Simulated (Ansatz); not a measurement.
# GeH₅O₂SSi radical: a ladder of functionals and wavefunction methods

Aim: compute GeH₅O₂SSi radical with functionals from several rungs and with coupled cluster. The yardstick is the atomisation energy at the CCSD(T) limit.

The runs use Ansatz 0.2.0, Gaussian basis; functionals in def2-TZVPP, the program's frozen cores in correlated methods.

The runs, in order: PBE-D4, r2SCAN-D4, PBE0-D4, B3LYP-D4, ωB97X-V, ωB97M-V, B2PLYP; CCSD(T)/def2-TZVPP; MP2/def2-QZVPP; extrapolation to the limit.

### Step 1. Structure used throughout

All runs share one geometry, relaxed beforehand with PBE0-D4 in a triple-zeta def2 set.

SMILES `O[SiH][S][GeH2][OH]`, 10 atoms, charge 0, spin multiplicity 2.

Atoms are counted from 1 here; the program's logs count them from 0.

Bond lengths: O1–Si2 1.638 Å, O1–H6 0.971 Å, Si2–S3 2.158 Å, Si2–H7 1.489 Å, S3–Ge4 2.200 Å, Ge4–O5 1.803 Å, Ge4–H8 1.539 Å, Ge4–H9 1.535 Å, O5–H10 0.961 Å. Angles: Si2–O1–H6 111.9°, O1–Si2–S3 112.2°, O1–Si2–H7 107.9°, S3–Si2–H7 105.8°, Si2–S3–Ge4 96.2°, S3–Ge4–O5 105.2°, S3–Ge4–H8 113.3°, S3–Ge4–H9 108.5°, O5–Ge4–H8 107.0°, O5–Ge4–H9 109.5°, H8–Ge4–H9 113.0°, Ge4–O5–H10 112.5°.

### Step 2. PBE-D4 (GGA)

Input file in.yaml:

```yaml
crystal:
  periodic: [false, false, false]
  atoms:
    - {symbol: O, position_ang: [-1.827178, -1.064654, 0.391831]}
    - {symbol: Si, position_ang: [-0.375963, -1.676457, 0.842010]}
    - {symbol: S, position_ang: [1.160368, -1.289849, -0.623401]}
    - {symbol: Ge, position_ang: [1.133570, 0.900430, -0.420766]}
    - {symbol: O, position_ang: [-0.610213, 1.356846, -0.437912]}
    - {symbol: H, position_ang: [-1.747586, -0.160476, 0.045545]}
    - {symbol: H, position_ang: [-0.506498, -3.158322, 0.913046]}
    - {symbol: H, position_ang: [1.714767, 1.395744, 0.915110]}
    - {symbol: H, position_ang: [1.835995, 1.510119, -1.641974]}
    - {symbol: H, position_ang: [-0.777252, 2.186608, 0.016511]}
basis:
  gaussian: {orbitals: def2-TZVPP}
magnetization: {spin_polarized: true, initial_magnetization: 1}
hamiltonian: {xc: pbe, dispersion: d4}
output: {forces: true, orbitals: {seedname: orbitals}}
```

The run is started by

```sh
$ ansatz run in.yaml --threads 2 --pin off --events-out ev --progress --plain --max-ram 22528MiB --backend cpu
```

After this run come: r2SCAN-D4 (meta-GGA); PBE0-D4 (hybrid); B3LYP-D4 (hybrid); ωB97X-V (range-separated); ωB97M-V (range-separated); B2PLYP (double hybrid); CCSD(T) in def2-TZVPP; MP2 in def2-QZVPP.

Before running them: what should the planned runs give, taken together? Wanted: atomisation energy, CCSD(T)/CBS; farthest; mean size of error, hybrid; mean size of error, range-separated; gap, smallest and largest; T1 diagnostic; triples share of the correlation energy.

**Answer**, as computed:

| quantity | value |
| --- | --- |
| atomisation energy, CCSD(T)/CBS | 3258.9 kJ/mol |
| functionals within 32.6 kJ/mol (1.0 %) | PBE-D4, r2SCAN-D4, ωB97X-V, ωB97M-V |
| farthest | B2PLYP (-74.3 kJ/mol) |
| mean size of error, hybrid | 45.9 kJ/mol |
| mean size of error, range-separated | 11.3 kJ/mol |
| gap, smallest and largest | 1.51 eV (PBE-D4), 7.40 eV (ωB97X-V) |
| T1 diagnostic | 0.0139 |
| triples share of the correlation energy | 3.9 % |

What this shows: PBE-D4 is off by +23.3 kJ/mol. Double hybrids carry the basis error of their MP2 part in triple zeta, and no dispersion term here, so their miss is partly the set-up's. The reference freezes the cores and leaves out relativity and excitations past (T), and its outer-core shells are covered unevenly, so misses under about 32.6 kJ/mol can't be ranked. Hartree-Fock recovers 68 % of the binding; the rest is correlation. The gap grows from 1.5 to 7.4 eV across the functionals, mostly with the share of exact exchange. Correlated methods include outer-core shells of Ge, which these sets cover unevenly.
